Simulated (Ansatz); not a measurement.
**C₂H₈N₂Sn: small, medium and large basis sets**

The task here is to estimate one member of a computed series from the others.

Program: Ansatz 0.2.0, Gaussian basis. Level of theory: one geometry, several basis sets. These are calculated values, not measurements.

Levels to be run: PBE0-D4/def2-SVP; ωB97M-V/def2-SVP; PBE0-D4/def2-QZVPP; ωB97M-V/def2-QZVPP; the functionals' def2-TZVPP values are taken from earlier runs.

## Structure used throughout

An earlier PBE0-D4 in a triple-zeta def2 set relaxation fixed the geometry. Sn takes the def2 core potential; no spin-orbit term is included.

SMILES `C[N](C)[Sn][NH2]`, 13 atoms, charge 0, spin multiplicity 1.

Atoms are counted from 1 here; the program's logs count them from 0.

Bond lengths: C1–N2 1.435 Å, C1–H6 1.101 Å, C1–H7 1.101 Å, C1–H8 1.091 Å, N2–C3 1.439 Å, N2–Sn4 2.035 Å, C3–H9 1.101 Å, C3–H10 1.095 Å, C3–H11 1.101 Å, Sn4–N5 2.023 Å, N5–H12 1.008 Å, N5–H13 1.008 Å. Angles: N2–C1–H6 112.2°, N2–C1–H7 111.1°, N2–C1–H8 111.4°, H6–C1–H7 106.9°, H6–C1–H8 107.9°, H7–C1–H8 107.1°, C1–N2–C3 112.5°, C1–N2–Sn4 128.2°, C3–N2–Sn4 119.3°, N2–C3–H9 112.1°, N2–C3–H10 110.8°, N2–C3–H11 111.8°, H9–C3–H10 107.4°, H9–C3–H11 107.0°, H10–C3–H11 107.6°, N2–Sn4–N5 97.0°, Sn4–N5–H12 127.8°, Sn4–N5–H13 120.9° and more.

The first run:

Input file in.yaml:

```yaml
crystal:
  periodic: [false, false, false]
  atoms:
    - {symbol: C, position_ang: [-0.814674, -0.623025, 0.578267]}
    - {symbol: N, position_ang: [0.386373, -0.311087, -0.143100]}
    - {symbol: C, position_ang: [1.314845, -1.410106, -0.166028]}
    - {symbol: Sn, position_ang: [0.895430, 1.441644, -1.042234]}
    - {symbol: N, position_ang: [-0.730309, 2.497024, -0.464441]}
    - {symbol: H, position_ang: [-0.625179, -0.785809, 1.650731]}
    - {symbol: H, position_ang: [-1.282025, -1.541967, 0.192556]}
    - {symbol: H, position_ang: [-1.552884, 0.175031, 0.485584]}
    - {symbol: H, position_ang: [1.637609, -1.699898, 0.845835]}
    - {symbol: H, position_ang: [2.213386, -1.148783, -0.733960]}
    - {symbol: H, position_ang: [0.875775, -2.305424, -0.632050]}
    - {symbol: H, position_ang: [-1.447671, 2.219486, 0.186951]}
    - {symbol: H, position_ang: [-0.850278, 3.458012, -0.743210]}
basis:
  gaussian: {orbitals: def2-SVP}
hamiltonian: {xc: pbe0, dispersion: d4}
output: {orbitals: {seedname: orbitals}}
```

On the command line:

```bash
$ ansatz run in.yaml --threads 4 --pin off --events-out ev --progress --plain --max-ram 11315MiB
```

Among the steps run: PBE0-D4 in def2-SVP; ωB97M-V in def2-SVP; PBE0-D4 in def2-QZVPP; ωB97M-V in def2-QZVPP.

One table of the session follows, with a row left open; its other results are not shown here.

It belongs to the step «Functionals by basis». 

```
functional       basis  HOMO (eV)
   PBE0-D4    def2-SVP      -5.81
   PBE0-D4  def2-TZVPP      -5.95
   PBE0-D4  def2-QZVPP      -5.99
   ωB97M-V    def2-SVP      -8.03
   ωB97M-V  def2-TZVPP          ?
   ωB97M-V  def2-QZVPP      -8.22
```

Estimate the missing values for ωB97M-V, def2-TZVPP.

The run gave: HOMO (eV): -8.18. In the column «HOMO (eV)» it lies between ωB97M-V, def2-QZVPP (-8.22) and ωB97M-V, def2-SVP (-8.03).
